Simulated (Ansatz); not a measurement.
# MoHO+ (triplet): wave-function methods side by side, def2-TZVPP

An exercise on one series of results from a longer session: the logs are not shown, and one member is left open.

Computed with Ansatz 0.2.0, Gaussian basis. Level: def2-TZVPP, core rule «outside noble gas», up to 5 orbitals frozen.

Plan: UHF; ROHF; CCSD(T) on UHF.

2 further runs of the same task are left out: 2 set aside as unsound or not needed.

## What is computed

The geometry is a PBE0/def2-TZVP stationary point (not a proven minimum) of the parent state, kept for this charge and spin. No spin-orbit coupling is included. Elements past krypton take def2 core potentials.

3 atoms, charge 1, spin multiplicity 3.

Atoms are counted from 1 here; the program's logs count them from 0.

Bond lengths: Mo1–O2 1.645 Å, Mo1–H3 1.722 Å. Angles: O2–Mo1–H3 112.1°.

Set-up of the first run:

Input file in.yaml:

```yaml
crystal:
  periodic: [false, false, false]
  atoms:
    - {symbol: Mo, position_ang: [0.000000, -0.033589, 0.225249]}
    - {symbol: O, position_ang: [0.000000, 0.106921, -1.414198]}
    - {symbol: H, position_ang: [0.000000, 1.499931, 1.007894]}
basis:
  gaussian: {orbitals: def2-TZVPP}
total_charge: 1
magnetization: {spin_polarized: true, initial_magnetization: 2}
hamiltonian: {xc: hf}
output: {orbitals: {seedname: orbitals}}
```

Launch:

```sh
$ ansatz run in.yaml --threads 1 --pin off --events-out ev --progress --plain --max-ram 3968MiB --backend cpu
```

Steps of the session up to this table: UHF; ROHF; CCSD(T) on UHF.

One table of the session follows, with a row left open; its other results are not shown here.

It belongs to the step «Misses and costs». 

```
  method  from UCCSD(T) (kJ/mol)
    ROHF                 +1191.9
     UHF                 +1141.6
    UMP2                  +128.6
   UCCSD                       ?
UCCSD(T)                       0
```

Estimate the missing values for UCCSD.

**Answer.** from UCCSD(T) (kJ/mol): +68.4. In the column «from UCCSD(T) (kJ/mol)» it lies between UCCSD(T) (0) and UMP2 (+128.6).

The program flags UCCSD(T) as in doubt (see the logs), so the zero of the table is itself unsure.

Limits of these values: The determinant is far from a pure spin state, so its energy mixes those of several spin states (harmless only where they are near-degenerate, as at dissociation). The program flags UCCSD(T) as in doubt, so the zero of the table is itself unsure.
